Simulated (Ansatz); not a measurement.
# Cl3H3HfO: a barrier at many levels of theory

How high is the barrier of this step (Hf1–H7 formed, O2–H6 formed, Hf1–O2 loosened, H6–H7 broken), and how far do cheaper methods land from CCSD(T)?

The runs use Ansatz 0.2.0, Gaussian basis; single points in def2-TZVPP on PBE0-D4/def2-TZVP structures.

Levels: SPW92, PBE-D4, BLYP-D4, r2SCAN-D4, B97M-V, PBE0-D4, B3LYP-D4, r2SCAN0-D4, BHLYP-D4, CAM-B3LYP-D4, wB97X-V, wB97M-V, B2PLYP, PBE-QIDH, RPA on PBE, Hartree-Fock, MP2, CCSD, CCSD(T). The reference is CCSD(T) at the basis limit, from triple and quadruple zeta. Zero-point energies come from PBE0-D4 vibrations.

Cores are frozen in the correlated methods. Core potentials replace the inner electrons past krypton, and spin-orbit coupling is left out. B3LYP uses VWN-RPA correlation. B2PLYP carries no dispersion term here.

80 further runs of the same task are left out: 80 set aside as unsound or not needed.

**1. The three structures**

Charge 0, multiplicity 1. The folders r, ts and p hold the start, the saddle and the end; their coordinates stand in the first inputs.

```csv
pair,r (Å),ts (Å),p (Å)
Hf1–H7,3.583,2.008,1.845
O2–H6,3.412,1.199,0.962
Hf1–O2,1.881,2.133,2.328
H6–H7,0.747,1.058,2.337
```

**2. SPW92/def2-TZVPP**

The input, r/in.yaml:

```yaml
crystal:
  periodic: [false, false, false]
  atoms:
    - {symbol: Hf, position_ang: [-0.193492, -0.393935, -0.932884]}
    - {symbol: O, position_ang: [0.908513, -1.148398, 0.392079]}
    - {symbol: Cl, position_ang: [-0.185664, -1.793847, -2.803135]}
    - {symbol: Cl, position_ang: [-2.378680, -0.204135, -0.122857]}
    - {symbol: Cl, position_ang: [0.634486, 1.706607, -1.541265]}
    - {symbol: H, position_ang: [-0.409823, 1.484255, 2.116066]}
    - {symbol: H, position_ang: [0.159101, 1.869289, 1.822494]}
    - {symbol: H, position_ang: [1.465657, -1.519737, 1.069601]}
basis:
  gaussian: {orbitals: def2-TZVPP}
hamiltonian: {xc: lda}
```

The input, ts/in.yaml:

```yaml
crystal:
  periodic: [false, false, false]
  atoms:
    - {symbol: Hf, position_ang: [-0.383834, 0.173155, -0.526296]}
    - {symbol: O, position_ang: [0.409824, -0.898861, 1.138448]}
    - {symbol: Cl, position_ang: [0.731123, -1.250986, -2.015646]}
    - {symbol: Cl, position_ang: [-2.654184, -0.278398, -0.355284]}
    - {symbol: Cl, position_ang: [-0.214921, 2.203222, -1.680242]}
    - {symbol: H, position_ang: [0.578990, 0.274167, 1.317434]}
    - {symbol: H, position_ang: [0.356868, 1.256565, 0.993592]}
    - {symbol: H, position_ang: [1.176234, -1.478765, 1.128094]}
basis:
  gaussian: {orbitals: def2-TZVPP}
hamiltonian: {xc: lda}
```

The input, p/in.yaml:

```yaml
crystal:
  periodic: [false, false, false]
  atoms:
    - {symbol: Hf, position_ang: [-0.358350, 0.449244, -0.605007]}
    - {symbol: O, position_ang: [0.362057, -0.909170, 1.143569]}
    - {symbol: Cl, position_ang: [1.065371, -1.062423, -1.761705]}
    - {symbol: Cl, position_ang: [-2.557778, -0.186330, -0.142590]}
    - {symbol: Cl, position_ang: [-0.542508, 2.201135, -2.128139]}
    - {symbol: H, position_ang: [0.729921, -0.428750, 1.892049]}
    - {symbol: H, position_ang: [0.327513, 1.546783, 0.710518]}
    - {symbol: H, position_ang: [0.973873, -1.610389, 0.891405]}
basis:
  gaussian: {orbitals: def2-TZVPP}
hamiltonian: {xc: lda}
```

Each run has its own folder and the same command.

On the command line:

```console
> ansatz run in.yaml --threads 8 --pin off --events-out ev --progress --plain --max-ram 19148MiB
```

After this run come: PBE-D4/def2-TZVPP; BLYP-D4/def2-TZVPP; r2SCAN-D4/def2-TZVPP; B97M-V/def2-TZVPP; PBE0-D4/def2-TZVPP; B3LYP-D4/def2-TZVPP; r2SCAN0-D4/def2-TZVPP; BHLYP-D4/def2-TZVPP; CAM-B3LYP-D4/def2-TZVPP; wB97X-V/def2-TZVPP; wB97M-V/def2-TZVPP; B2PLYP/def2-TZVPP; PBE-QIDH/def2-TZVPP; RPA on PBE/def2-TZVPP; CCSD(T)/def2-TZVPP; MP2/def2-QZVPP; SPW92/def2-SVP; PBE-D4/def2-SVP; PBE0-D4/def2-SVP; wB97M-V/def2-SVP; CCSD(T)/def2-SVP; Vibrations of the start structure; Vibrations of the end structure.

Q: Predict the outcome of this session. Wanted: barrier, CCSD(T)/CBS; reverse barrier, CCSD(T)/CBS; step energy, CCSD(T)/CBS; barrier with zero-point energy; step energy with zero-point energy; imaginary mode at the saddle; largest T1 diagnostic.

The runs gave:

| quantity | value |
| --- | --- |
| barrier, CCSD(T)/CBS | 1.544 eV |
| reverse barrier, CCSD(T)/CBS | 0.549 eV |
| step energy, CCSD(T)/CBS | +0.995 eV |
| barrier with zero-point energy | 1.634 eV |
| step energy with zero-point energy | +1.199 eV |
| imaginary mode at the saddle | 1124i cm⁻¹ |
| largest T1 diagnostic | 0.015 |

**Reading.** The functionals run from wB97X-V, off by -0.001 eV, to SPW92, off by -0.614 eV, against CCSD(T)/CBS. Mean unsigned error by rung: LDA 0.614, GGA 0.105, meta-GGA 0.128, hybrid 0.096, range-separated hybrid 0.009, double hybrid 0.052 eV. PBE-D4 gives a barrier 0.208 eV too low, outside chemical accuracy (1 kcal/mol, 0.043 eV). The barrier rises with the share of exact exchange, from BLYP-D4 through B3LYP-D4 to BHLYP-D4 (+0.002, +0.028, +0.117 eV). Hartree-Fock, with no correlation, is off by +0.431 eV. Zero-point motion raises the barrier by 0.090 eV.
